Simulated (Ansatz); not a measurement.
# C3H4F4O: the cost of one run

Program: Ansatz 0.2.0, Gaussian basis. Level of theory: the settings change from run to run. These are calculated values, not measurements.

### 1 The molecule

The structure was relaxed beforehand with PBE0-D4 in a triple-zeta def2 set.

SMILES `FCC(F)OC(F)F`, 12 atoms, charge 0, spin multiplicity 1.

Atoms are counted from 1 here; the program's logs count them from 0.

Bond lengths: F1–C2 1.371 Å, C2–C3 1.509 Å, C2–H9 1.092 Å, C2–H10 1.093 Å, C3–F4 1.377 Å, C3–O5 1.384 Å, C3–H11 1.095 Å, O5–C6 1.370 Å, C6–F7 1.351 Å, C6–F8 1.331 Å, C6–H12 1.094 Å. Angles: F1–C2–C3 109.4°, F1–C2–H9 109.2°, F1–C2–H10 109.4°, C3–C2–H9 109.1°, C3–C2–H10 109.6°, H9–C2–H10 110.2°, C2–C3–F4 107.8°, C2–C3–O5 108.6°, C2–C3–H11 111.9°, F4–C3–O5 109.5°, F4–C3–H11 107.6°, O5–C3–H11 111.4°, C3–O5–C6 115.6°, O5–C6–F7 110.3°, O5–C6–F8 106.6°, O5–C6–H12 113.3°, F7–C6–F8 108.1°, F7–C6–H12 108.3° and more.

### 2 CAM-B3LYP/6-31G*

This run has D3(BJ) with three-body dispersion, high accuracy, the search for lower states set to light.

Input file in.yaml:

```yaml
crystal:
  periodic: [false, false, false]
  atoms:
    - {symbol: F, position_ang: [-1.949308, -1.141727, 0.879040]}
    - {symbol: C, position_ang: [-0.634990, -1.101206, 1.266284]}
    - {symbol: C, position_ang: [0.051884, 0.059412, 0.589646]}
    - {symbol: F, position_ang: [1.290996, 0.212347, 1.171317]}
    - {symbol: O, position_ang: [0.205677, -0.239435, -0.752441]}
    - {symbol: C, position_ang: [0.560398, 0.812445, -1.555815]}
    - {symbol: F, position_ang: [-0.467412, 1.682272, -1.670941]}
    - {symbol: F, position_ang: [0.809610, 0.304446, -2.760612]}
    - {symbol: H, position_ang: [-0.583711, -0.964190, 2.348929]}
    - {symbol: H, position_ang: [-0.143814, -2.034839, 0.980219]}
    - {symbol: H, position_ang: [-0.497750, 0.995936, 0.729378]}
    - {symbol: H, position_ang: [1.435223, 1.359338, -1.190903]}
basis:
  gaussian: {orbitals: "6-31G*"}
hamiltonian: {xc: {name: CAM-B3LYP}, dispersion: d3bjatm}
accuracy: high
scf: {lower_state_search: light}
output: {forces: true}
```

Started as:

```console
$ ansatz run in.yaml --threads 4 --pin off --events-out ev --progress --plain --max-ram 11315MiB
```

Q: Estimate wall time and peak memory on 4 threads of Arm Neoverse V1, shared host.

About 9 s, with a peak of 0.72 GiB.
